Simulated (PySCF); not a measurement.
# C5H3ClO2: the cost of one run

The runs use PySCF 2.14.0, with density-fitted response routines of our own; the level of theory stands in each step. All values are computed, except where a source is named. Atoms count from 0, in the outputs and in this text.

## (1) The starting structure

11 atoms, charge 0, multiplicity 1; geometry from: GFN2-xTB.

Bonds of the start (Å): O0–C1 1.19, C1–Cl2 1.77, C1–C3 1.44, C3–C4 1.38, C4–C5 1.40, C5–C6 1.37, C6–O7 1.33, O7–C3 1.35, C4–H8 1.07, C5–H9 1.07, C6–H10 1.07.

## (2) Geometry optimisation at PBE0-D3(BJ)/def2-SVP

What the job is given:

```
{"job": {"xc": "PBE0", "basis": "def2-SVP", "d3": "d3bj", "grid": 1, "kind": "geom"}, "charge": 0, "multiplicity": 1}
O      2.723709     0.251593     0.923535
C      1.990227     0.367036    -0.008532
Cl     2.604282     0.902256    -1.579472
C      0.570515     0.114078    -0.037193
C     -0.250978    -0.313277     0.988923
C     -1.540709    -0.402703     0.441352
C     -1.414848    -0.025749    -0.869259
O     -0.157010     0.284101    -1.162018
H      0.057456    -0.526215     1.991299
H     -2.437879    -0.703039     0.941849
H     -2.139340     0.054589    -1.656448
```

Started as:

```bash
OMP_NUM_THREADS=1 python probes_run.py task.json out
```

The driver reads the jobs from task.json and runs them one after another.

**Question.** How long does this first job take on 1 thread of Intel Xeon Platinum 8375C at 2.90GHz, shared host, and how much memory does it need?

About 58 s, with a peak of 0.52 GiB.
